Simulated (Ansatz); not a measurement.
**CH6Cl2InP: one species, many methods**

One table from this session's results is given with a row withheld; the runs are named, their logs left out.

The runs use Ansatz 0.2.0, Gaussian basis; functionals in def2-TZVPP, the program's frozen cores in correlated methods.

The runs, in order: LDA (SPW92), PBE-D4, revPBE-D4, BLYP-D4, r2SCAN-D4, B97M-V, PBE0-D4, B3LYP-D4, r2SCANh-D4, r2SCAN0-D4, HSE06-D4, BHLYP-D4, CAM-B3LYP-D4, LC-ωPBE, ωB97X-V, ωB97M-V, B2PLYP, PBE-QIDH; CCSD(T)/def2-SVP; CCSD(T)/def2-TZVPP; MP2/def2-QZVPP; extrapolation to the limit; RPA on PBE.

## The relaxed structure

The geometry comes from an earlier relaxation with PBE0-D4 in a triple-zeta def2 set; it is a stationary point, not always the lowest conformer. In takes the def2 core potential; no spin-orbit term is included.

SMILES `[CH3][In-]([PH3+])([Cl])[Cl]`, 11 atoms, charge 0, spin multiplicity 1.

Atoms are counted from 1 here; the program's logs count them from 0.

Bond lengths: C1–In2 2.133 Å, C1–H6 1.090 Å, C1–H7 1.090 Å, C1–H8 1.090 Å, In2–P3 2.751 Å, In2–Cl4 2.361 Å, In2–Cl5 2.361 Å, P3–H9 1.410 Å, P3–H10 1.407 Å, P3–H11 1.410 Å. Angles: In2–C1–H6 108.9°, In2–C1–H7 109.7°, In2–C1–H8 109.7°, H6–C1–H7 109.2°, H6–C1–H8 109.2°, H7–C1–H8 110.1°, C1–In2–P3 112.9°, C1–In2–Cl4 121.9°, C1–In2–Cl5 121.9°, P3–In2–Cl4 89.1°, P3–In2–Cl5 89.0°, Cl4–In2–Cl5 110.9°, In2–P3–H9 123.2°, In2–P3–H10 108.5°, In2–P3–H11 123.0°, H9–P3–H10 99.2°, H9–P3–H11 99.0°, H10–P3–H11 99.2°.

The first run:

The input, in.yaml:

```yaml
crystal:
  periodic: [false, false, false]
  atoms:
    - {symbol: C, position_ang: [-2.075963, 0.146952, 0.717033]}
    - {symbol: In, position_ang: [-0.546453, 0.332516, -0.757726]}
    - {symbol: P, position_ang: [1.935161, -0.406366, 0.172577]}
    - {symbol: Cl, position_ang: [-0.310018, -1.228590, -2.513616]}
    - {symbol: Cl, position_ang: [0.350767, 2.430066, -1.367097]}
    - {symbol: H, position_ang: [-3.032372, 0.418029, 0.269923]}
    - {symbol: H, position_ang: [-1.866274, 0.817074, 1.550089]}
    - {symbol: H, position_ang: [-2.124296, -0.883052, 1.069020]}
    - {symbol: H, position_ang: [2.616146, 0.288396, 1.193598]}
    - {symbol: H, position_ang: [2.867660, -0.245484, -0.868617]}
    - {symbol: H, position_ang: [2.251041, -1.726440, 0.555318]}
basis:
  gaussian: {orbitals: def2-TZVPP}
hamiltonian: {xc: lda}
output: {orbitals: {seedname: orbitals}}
```

On the command line:

```bash
ansatz run in.yaml --threads 8 --pin off --events-out ev --progress --plain --max-ram 18278MiB
```

Steps of the session up to this table: LDA; PBE-D4 (GGA); revPBE-D4 (GGA); BLYP-D4 (GGA); r2SCAN-D4 (meta-GGA); B97M-V (meta-GGA); B3LYP-D4 (hybrid); r2SCANh-D4 (hybrid); r2SCAN0-D4 (hybrid); HSE06-D4 (hybrid); BHLYP-D4 (hybrid); CAM-B3LYP-D4 (range-separated); LC-ωPBE (range-separated); ωB97X-V (range-separated); ωB97M-V (range-separated); B2PLYP (double hybrid); PBE-QIDH (double hybrid).

One table of the session follows, with a row left open; its other results are not shown here.

It belongs to the step «Frontier levels by functional». 

| functional | HOMO (eV) | gap (eV) |
| --- | --- | --- |
| LDA (SPW92) | -6.84 | 4.78 |
| PBE-D4 | -6.68 | 4.90 |
| revPBE-D4 | -6.62 | 4.94 |
| BLYP-D4 | -6.53 | 4.81 |
| r2SCAN-D4 | -6.98 | 5.47 |
| B97M-V | -7.05 | 5.49 |
| PBE0-D4 | -7.93 | 7.06 |
| B3LYP-D4 | -7.70 | 6.52 |
| r2SCANh-D4 | -7.44 | 6.26 |
| r2SCAN0-D4 | -8.13 | 7.43 |
| HSE06-D4 | -7.54 | 6.29 |
| BHLYP-D4 | ? | ? |
| CAM-B3LYP-D4 | -9.24 | 9.33 |
| LC-ωPBE | -10.59 | 11.94 |
| ωB97X-V | -10.23 | 11.43 |
| ωB97M-V | -10.11 | 11.07 |

Q: Estimate the row for BHLYP-D4 from the others.

Worked estimate for «HOMO (eV)». Against the share of exact exchange, BLYP-D4 (0, -6.53), B3LYP-D4 (0.2, -7.70) give a slope of -5.85 per unit share; at 0.5 the line stands at -9.45.

As computed: HOMO (eV): -9.04; gap (eV): 9.07. In «HOMO (eV)» the line misses by -0.41.
